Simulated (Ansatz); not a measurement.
# C3H6B2: up Jacob's ladder to CCSD(T)

An exercise on one series of results from a longer session: the logs are not shown, and one member is left open.

Program: Ansatz 0.2.0, Gaussian basis. Level of theory: functionals in def2-TZVPP, the program's frozen cores in correlated methods. These are calculated values, not measurements.

Levels to be run: LDA (SPW92), PBE-D4, revPBE-D4, BLYP-D4, r2SCAN-D4, B97M-V, PBE0-D4, B3LYP-D4, r2SCANh-D4, r2SCAN0-D4, HSE06-D4, BHLYP-D4, CAM-B3LYP-D4, LC-ωPBE, ωB97X-V, ωB97M-V, B2PLYP, PBE-QIDH; CCSD(T)/def2-SVP; CCSD(T)/def2-TZVPP; MP2/def2-QZVPP; extrapolation to the limit; RPA on PBE.

### The geometry

An earlier PBE0-D4 in a triple-zeta def2 set relaxation fixed the geometry.

SMILES `BC(B)=C=C`, 11 atoms, charge 0, spin multiplicity 1.

Atoms are counted from 1 here; the program's logs count them from 0.

Bond lengths: B1–C2 1.545 Å, B1–H6 1.196 Å, B1–H7 1.196 Å, C2–B3 1.545 Å, C2–C4 1.325 Å, B3–H8 1.196 Å, B3–H9 1.196 Å, C4–C5 1.293 Å, C5–H10 1.084 Å, C5–H11 1.084 Å. Angles: C2–B1–H6 119.6°, C2–B1–H7 120.4°, H6–B1–H7 120.0°, B1–C2–B3 125.1°, B1–C2–C4 117.4°, B3–C2–C4 117.4°, C2–B3–H8 120.4°, C2–B3–H9 119.6°, H8–B3–H9 120.0°, C2–C4–C5 180.0°, C4–C5–H10 120.8°, C4–C5–H11 120.8°, H10–C5–H11 118.5°.

Set-up of the first run:

in.yaml reads:

```yaml
crystal:
  periodic: [false, false, false]
  atoms:
    - {symbol: B, position_ang: [-1.723354, 0.364501, 0.305539]}
    - {symbol: C, position_ang: [-0.212972, 0.050649, 0.386027]}
    - {symbol: B, position_ang: [0.597788, -0.087592, 1.693617]}
    - {symbol: C, position_ang: [0.438104, -0.113557, -0.756057]}
    - {symbol: C, position_ang: [1.073361, -0.274878, -1.870669]}
    - {symbol: H, position_ang: [-2.350342, 0.517062, 1.312560]}
    - {symbol: H, position_ang: [-2.266440, 0.455682, -0.756437]}
    - {symbol: H, position_ang: [1.768755, -0.329456, 1.656557]}
    - {symbol: H, position_ang: [0.048617, 0.048785, 2.747322]}
    - {symbol: H, position_ang: [1.154727, -1.255811, -2.325775]}
    - {symbol: H, position_ang: [1.537055, 0.567515, -2.371985]}
basis:
  gaussian: {orbitals: def2-TZVPP}
hamiltonian: {xc: lda}
output: {orbitals: {seedname: orbitals}}
```

Run with:

```
ansatz run in.yaml --threads 2 --pin off --events-out ev --progress --plain --max-ram 4352MiB
```

Among the steps run: LDA; PBE-D4 (GGA); revPBE-D4 (GGA); BLYP-D4 (GGA); r2SCAN-D4 (meta-GGA); B97M-V (meta-GGA); PBE0-D4 (hybrid); B3LYP-D4 (hybrid); r2SCANh-D4 (hybrid); r2SCAN0-D4 (hybrid); HSE06-D4 (hybrid); BHLYP-D4 (hybrid); CAM-B3LYP-D4 (range-separated); LC-ωPBE (range-separated); ωB97X-V (range-separated); ωB97M-V (range-separated); B2PLYP (double hybrid); PBE-QIDH (double hybrid).

One of the session's tables, all rows but one given; the rest of the session is left out.

| functional | HOMO (eV) | LUMO (eV) | gap (eV) |
| --- | --- | --- | --- |
| LDA (SPW92) | -6.85 | -3.61 | 3.24 |
| PBE-D4 | -6.67 | -3.36 | 3.31 |
| revPBE-D4 | -6.60 | -3.26 | 3.34 |
| BLYP-D4 | -6.52 | -3.19 | 3.33 |
| r2SCAN-D4 | ? | ? | ? |
| B97M-V | -6.94 | -3.08 | 3.86 |
| PBE0-D4 | -7.83 | -2.37 | 5.46 |
| B3LYP-D4 | -7.61 | -2.57 | 5.04 |
| r2SCANh-D4 | -7.30 | -2.74 | 4.56 |
| r2SCAN0-D4 | -7.96 | -2.22 | 5.74 |
| HSE06-D4 | -7.43 | -2.75 | 4.68 |
| BHLYP-D4 | -8.86 | -1.27 | 7.60 |
| CAM-B3LYP-D4 | -9.16 | -1.24 | 7.92 |
| LC-ωPBE | -10.52 | -0.11 | 10.41 |
| ωB97X-V | -10.14 | -0.18 | 9.96 |
| ωB97M-V | -10.04 | -0.34 | 9.69 |

Estimate the missing values for r2SCAN-D4.

Worked estimate for «HOMO (eV)». Against the share of exact exchange, r2SCANh-D4 (0.1, -7.30), r2SCAN0-D4 (0.25, -7.96) give a slope of -4.40 per unit share; at 0 the line stands at -6.86.

The run gave: HOMO (eV): -6.86; LUMO (eV): -3.08; gap (eV): 3.78. In «HOMO (eV)» the line misses by 0.00.
